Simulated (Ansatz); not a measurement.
# CH₆In₂O: how energies converge with the basis set

One table from this session's results is given with a row withheld; the runs are named, their logs left out.

Program: Ansatz 0.2.0, Gaussian basis. Level of theory: one geometry, several basis sets. These are calculated values, not measurements.

Plan: PBE0-D4/def2-SVP; ωB97M-V/def2-SVP; PBE0-D4/def2-QZVPP; ωB97M-V/def2-QZVPP; the functionals' def2-TZVPP values are taken from earlier runs.

## The relaxed structure

An earlier PBE0-D4 in a triple-zeta def2 set relaxation fixed the geometry. In takes the def2 core potential; no spin-orbit term is included.

10 atoms, charge 0, spin multiplicity 1.

Atoms are counted from 1 here; the program's logs count them from 0.

Bond lengths: O1–In2 2.088 Å, O1–In4 2.285 Å, O1–H5 0.958 Å, In2–C3 2.103 Å, In2–H6 1.701 Å, C3–In4 2.218 Å, C3–H7 1.092 Å, C3–H8 1.092 Å, In4–H9 1.731 Å, In4–H10 1.730 Å. Angles: In2–O1–In4 95.7°, In2–O1–H5 131.7°, In4–O1–H5 132.7°, O1–In2–C3 87.2°, O1–In2–H6 110.8°, C3–In2–H6 162.0°, In2–C3–In4 97.3°, In2–C3–H7 110.3°, In2–C3–H8 110.2°, In4–C3–H7 115.2°, In4–C3–H8 115.1°, H7–C3–H8 108.3°, O1–In4–C3 79.9°, O1–In4–H9 103.8°, O1–In4–H10 103.9°, C3–In4–H9 116.2°, C3–In4–H10 116.3°, H9–In4–H10 123.6°.

The first run:

The input, in.yaml:

```yaml
crystal:
  periodic: [false, false, false]
  atoms:
    - {symbol: O, position_ang: [-1.104394, 0.946764, -0.445004]}
    - {symbol: In, position_ang: [-0.922367, 0.075648, 1.444351]}
    - {symbol: C, position_ang: [0.816401, -0.866880, 0.728877]}
    - {symbol: In, position_ang: [0.773703, -0.016662, -1.318985]}
    - {symbol: H, position_ang: [-1.754014, 1.549465, -0.808227]}
    - {symbol: H, position_ang: [-2.191932, 0.571575, 2.461991]}
    - {symbol: H, position_ang: [1.679221, -0.579599, 1.334121]}
    - {symbol: H, position_ang: [0.707081, -1.952505, 0.782528]}
    - {symbol: H, position_ang: [1.828105, 1.323852, -1.613001]}
    - {symbol: H, position_ang: [0.168196, -1.051658, -2.566670]}
basis:
  gaussian: {orbitals: def2-SVP}
hamiltonian: {xc: pbe0, dispersion: d4}
output: {orbitals: {seedname: orbitals}}
```

The run is started by

```bash
$ ansatz run in.yaml --threads 2 --pin off --events-out ev --progress --plain --max-ram 22528MiB --backend cpu
```

Steps of the session up to this table: PBE0-D4 in def2-SVP; ωB97M-V in def2-SVP; PBE0-D4 in def2-QZVPP; ωB97M-V in def2-QZVPP.

One of the session's tables, all rows but one given; the rest of the session is left out.

It belongs to the step «Functionals by basis». 

| functional | basis | HOMO (eV) | LUMO (eV) |
| --- | --- | --- | --- |
| PBE0-D4 | def2-SVP | ? | ? |
| PBE0-D4 | def2-TZVPP | -6.83 | -1.56 |
| PBE0-D4 | def2-QZVPP | -6.84 | -1.57 |
| ωB97M-V | def2-SVP | -8.83 | 0.06 |
| ωB97M-V | def2-TZVPP | -8.91 | -0.14 |
| ωB97M-V | def2-QZVPP | -8.93 | -0.19 |

Q: Estimate the row for PBE0-D4, def2-SVP from the others.

As computed: HOMO (eV): -6.78; LUMO (eV): -1.49. In the column «HOMO (eV)» it is the highest.
